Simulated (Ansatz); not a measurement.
## BGeH3O, SMILES [BH]1[O][GeH2]1: a polarisability from point charges, step by step

Program: the Ansatz DFT code, driven from Python.

Contents of `bgeh3o.xyz`:
```text
6

B    -0.58900   -1.17160   -0.09220
O     0.67830   -0.86770    0.45130
Ge    0.16090    0.77970    0.09870
H    -1.22170   -1.67820   -0.91100
H     1.10180    1.33030   -1.03150
H    -0.08820    1.54350    1.43850
```

The cells in order, each with its output:

```python
import ansatz
import numpy as np
```

```python
bgeh3o = ansatz.Crystal.molecule_from_extxyz("bgeh3o.xyz")
```

```python
model = (
    bgeh3o.calculation()
    .basis(gaussian="def2-SVPD")
    .functional("pbe")
    .forces()
)
# charges +q and -q at -R and +R make a nearly even field 2 k q / R^2 at the centre
centre = np.mean([site.position_ang for site in bgeh3o.cartesian_sites], axis=0)
field = 2 * 14.399645 * 4.0 / 40.0 ** 2
```

```python
def dipole(axis, sign):
    arm = 40.0 * np.eye(3)[axis]
    pair = [{"charge": sign * 4.0, "position_ang": (centre - arm).tolist()}, {"charge": -sign * 4.0, "position_ang": (centre + arm).tolist()}]
    deck = model.input().set(ansatz.key.basis.gaussian.point_charges, pair)
    return np.array(ansatz.Session.from_dict(deck).plan().execute().report["charge_distribution"]["dipole_moment_e_ang"])
```

```python
print(f"field {field:.4f} V/A")
alpha = np.array([(dipole(axis, 1) - dipole(axis, -1)) / (2 * field) * 14.399645 for axis in range(3)])
print("polarisability tensor (A^3)")
print(np.array2string(alpha, precision=3, suppress_small=True))
print(f"mean {np.trace(alpha) / 3:.3f} A^3 = {np.trace(alpha) / 3 / 0.14818471:.2f} bohr^3")
```

    field 0.0720 V/A
    polarisability tensor (A^3)
    [[ 7.256  1.328 -0.054]
     [ 1.33  10.011  0.523]
     [-0.054  0.521  7.064]]
    mean 8.110 A^3 = 54.73 bohr^3

What to keep in mind:
- These settings explore the input space; basis and method may be short of convergence.
- The geometry is a force-field or estimated start, not a minimum of this method, and the basis set is short of its limit. The field of two point charges is only nearly even.
- Wall time of the script: 16 s on 1 thread of Arm Neoverse V1, with other jobs on the host, peak memory 0.21 GiB.

(Lines on the test bed's own set-up are left out of the output.)
